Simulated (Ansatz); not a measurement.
# C₄H₁₀Cd: up Jacob's ladder to CCSD(T)

The task here is to estimate one member of a computed series from the others.

Computed with Ansatz 0.2.0, Gaussian basis. Level: functionals in def2-TZVPP, the program's frozen cores in correlated methods.

The runs, in order: LDA (SPW92), PBE-D4, revPBE-D4, BLYP-D4, r2SCAN-D4, B97M-V, PBE0-D4, B3LYP-D4, r2SCANh-D4, r2SCAN0-D4, HSE06-D4, BHLYP-D4, CAM-B3LYP-D4, LC-ωPBE, ωB97X-V, ωB97M-V, B2PLYP, PBE-QIDH; CCSD(T)/def2-SVP; CCSD(T)/def2-TZVPP; MP2/def2-QZVPP; extrapolation to the limit; RPA on PBE.

## The relaxed structure

All runs share one geometry, relaxed beforehand with PBE0-D4 in a triple-zeta def2 set. Cd takes the def2 core potential; no spin-orbit term is included.

SMILES `C[CH2][Cd][CH2]C`, 15 atoms, charge 0, spin multiplicity 1.

Atoms are counted from 1 here; the program's logs count them from 0.

Bond lengths: C1–C2 1.525 Å, C1–H6 1.094 Å, C1–H7 1.094 Å, C1–H8 1.097 Å, C2–Cd3 2.133 Å, C2–H9 1.095 Å, C2–H10 1.095 Å, Cd3–C4 2.133 Å, C4–C5 1.525 Å, C4–H11 1.095 Å, C4–H12 1.095 Å, C5–H13 1.094 Å, C5–H14 1.094 Å, C5–H15 1.096 Å. Angles: C2–C1–H6 112.0°, C2–C1–H7 112.0°, C2–C1–H8 111.9°, H6–C1–H7 106.9°, H6–C1–H8 106.8°, H7–C1–H8 106.8°, C1–C2–Cd3 115.2°, C1–C2–H9 110.3°, C1–C2–H10 110.3°, Cd3–C2–H9 107.3°, Cd3–C2–H10 107.4°, H9–C2–H10 105.9°, C2–Cd3–C4 179.9°, Cd3–C4–C5 115.2°, Cd3–C4–H11 107.3°, Cd3–C4–H12 107.4°, C5–C4–H11 110.3°, C5–C4–H12 110.3° and more.

Set-up of the first run:

The input, in.yaml:

```yaml
crystal:
  periodic: [false, false, false]
  atoms:
    - {symbol: C, position_ang: [-0.919491, 1.628532, 2.290941]}
    - {symbol: C, position_ang: [0.415839, 0.985195, 1.930599]}
    - {symbol: Cd, position_ang: [0.359785, -0.350198, 0.268878]}
    - {symbol: C, position_ang: [0.305728, -1.687382, -1.391467]}
    - {symbol: C, position_ang: [0.273693, -1.018315, -2.761922]}
    - {symbol: H, position_ang: [-1.325890, 2.220363, 1.465999]}
    - {symbol: H, position_ang: [-1.677160, 0.883779, 2.550269]}
    - {symbol: H, position_ang: [-0.829538, 2.302645, 3.151054]}
    - {symbol: H, position_ang: [0.810617, 0.425843, 2.784830]}
    - {symbol: H, position_ang: [1.160252, 1.755726, 1.706002]}
    - {symbol: H, position_ang: [1.178141, -2.343595, -1.309582]}
    - {symbol: H, position_ang: [-0.568994, -2.332999, -1.263541]}
    - {symbol: H, position_ang: [-0.604239, -0.378118, -2.885760]}
    - {symbol: H, position_ang: [1.151677, -0.388876, -2.931979]}
    - {symbol: H, position_ang: [0.247779, -1.753398, -3.575121]}
basis:
  gaussian: {orbitals: def2-TZVPP}
hamiltonian: {xc: lda}
output: {orbitals: {seedname: orbitals}}
```

Run with:

```bash
$ ansatz run in.yaml --threads 2 --pin off --events-out ev --progress --plain --max-ram 32768MiB --backend cuda --devices 0, --max-vram 18GiB
```

Steps of the session up to this table: LDA; PBE-D4 (GGA); revPBE-D4 (GGA); BLYP-D4 (GGA); r2SCAN-D4 (meta-GGA); B97M-V (meta-GGA); PBE0-D4 (hybrid); B3LYP-D4 (hybrid); r2SCANh-D4 (hybrid); r2SCAN0-D4 (hybrid); HSE06-D4 (hybrid); BHLYP-D4 (hybrid); CAM-B3LYP-D4 (range-separated); LC-ωPBE (range-separated); ωB97X-V (range-separated); ωB97M-V (range-separated); B2PLYP (double hybrid); PBE-QIDH (double hybrid).

One of the session's tables, all rows but one given; the rest of the session is left out.

It belongs to the step «Frontier levels by functional». 

| functional | HOMO (eV) | gap (eV) |
| --- | --- | --- |
| LDA (SPW92) | -5.36 | 4.28 |
| PBE-D4 | -5.18 | 4.32 |
| revPBE-D4 | -5.11 | 4.37 |
| BLYP-D4 | -5.04 | 4.21 |
| r2SCAN-D4 | ? | ? |
| B97M-V | -5.38 | 4.51 |
| PBE0-D4 | -6.22 | 6.06 |
| B3LYP-D4 | -6.03 | 5.58 |
| r2SCANh-D4 | -5.74 | 5.45 |
| r2SCAN0-D4 | -6.34 | 6.38 |
| HSE06-D4 | -5.83 | 5.31 |
| BHLYP-D4 | -7.17 | 7.57 |
| CAM-B3LYP-D4 | -7.48 | 8.03 |
| LC-ωPBE | -8.79 | 10.48 |
| ωB97X-V | -8.43 | 9.92 |
| ωB97M-V | -8.33 | 9.44 |

Estimate the missing values for r2SCAN-D4.

Worked estimate for «HOMO (eV)». Against the share of exact exchange, r2SCANh-D4 (0.1, -5.74), r2SCAN0-D4 (0.25, -6.34) give a slope of -4.00 per unit share; at 0 the line stands at -5.34.

The run gave: HOMO (eV): -5.34; gap (eV): 4.83. In «HOMO (eV)» the line misses by 0.00.
